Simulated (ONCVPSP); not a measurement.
**An ONCV potential for C, from input to tests**

Do these settings give a usable potential? It is generated, then checked for transferability, scattering, ghosts and hardness.

The numbers are computed with ONCVPSP 4.0.1 (PBE, scalar-relativistic, spin-unpolarised reference atom).

### Step 1. The design

Typed settings, in words:

```json
{
  "element": "carbon (C, Z = 6)",
  "type": "optimised norm-conserving Vanderbilt (ONCV)",
  "frozen core": "[He]",
  "valence charge": "4",
  "reference configuration": "2s2 2p1.75 (charge +0.25)",
  "partial waves": "2s: rc 1.20 bohr, ncon 4, nbas 7, qcut 5.9 1/bohr, 2 projectors, debl 1.5 Ha; 2p: rc 2.00 bohr, ncon 4, nbas 8, qcut 7.1 1/bohr, 2 projectors, debl 2.5 Ha; d scattering state at 0.25 Ha: rc 1.90 bohr, ncon 3, nbas 8, qcut 4.5 1/bohr, 2 projectors, debl 3.7 Ha",
  "local potential": "polynomial inside 1.05 bohr (lpopt 5, dvloc0 6 Ha)",
  "core correction": "not asked for"
}
```

An earlier all-electron run gives the scale for the radii.

All-electron outer shells of the reference configuration (PBE, scalar-relativistic, ld1.x):

```json
{"shell": "1s", "level (eV)": "-276.61", "outermost node (bohr)": "–", "outermost maximum (bohr)": "0.17"}
{"shell": "2s", "level (eV)": "-16.46", "outermost node (bohr)": "0.38", "outermost maximum (bohr)": "1.20"}
{"shell": "2p", "level (eV)": "-7.89", "outermost node (bohr)": "–", "outermost maximum (bohr)": "1.19"}
```

### Step 2. Generating the potential

The input, C.dat:

```
# ATOM AND REFERENCE CONFIGURATION
# atsym  z   nc   nv     iexc    psfile
  C 6.00    1    2        4      upf
#
#   n    l    f
    1    0    2.00
    2    0    2.00
    2    1    1.75
#
# PSEUDOPOTENTIAL AND OPTIMIZATION
# lmax
    2
#
#   l,   rc,      ep,       ncon, nbas, qcut
    0    1.20    0.00    4    7    5.90
    1    2.00    0.00    4    8    7.10
    2    1.90    0.25    3    8    4.50
#
# LOCAL POTENTIAL
# lloc, lpopt,  rc(5),   dvloc0
    4    5    1.05    6.00
#
# VANDERBILT-KLEINMAN-BYLANDER PROJECTORs
# l, nproj, debl
    0    2    1.50
    1    2    2.50
    2    2    3.70
#
# MODEL CORE CHARGE
# icmod, fcfact, rcfact
    0    0.00    0.00
#
# LOG DERIVATIVE ANALYSIS
# epsh1, epsh2, depsh
   -2.00    5.00    0.02
#
# OUTPUT GRID
# rlmax, drl
    6.00    0.01
#
# TEST CONFIGURATIONS
# ncnf
    4
# nvcnf
#   n    l    f
    2
    2    0    2.00
    2    1    2.00
#
    2
    2    0    2.00
    2    1    1.00
#
    2
    2    0    2.00
    2    1    0.00
#
    2
    2    0    2.00
    2    1    1.50
#
```

Command:

```bash
$ oncvpsp.x < C.dat > C.out
```

Q: Predict the outcome of this session. Wanted: cutoffs for 1 and 0.1 mHa per electron, occupied waves; bound ghosts; GHOST(+) flags; largest test error; largest phase difference near zero energy, channels read.

As calculated:

```
                                                quantity                  value
  cutoffs for 1 and 0.1 mHa per electron, occupied waves        18 Ha and 68 Ha
                                            bound ghosts             none found
                                          GHOST(+) flags     none at low energy
                            largest test error (AE − PS)  +247 meV, for 2s2 2p0
largest phase difference near zero energy, channels read              0.000 rad
```

**Reading.** By total energies transferability is poor: the largest error is 247 meV on 33.4 eV, for 2s2 2p0. By its cutoff, 18 Ha for the looser tolerance, it is of middling hardness. The tighter tolerance needs 68 Ha, and converged work needs a cutoff nearer that. No bound ghost shows below the valence levels. Near zero energy the phases of the channels with partial waves agree within 0.001 rad. All of this concerns the isolated atom, not yet a solid.
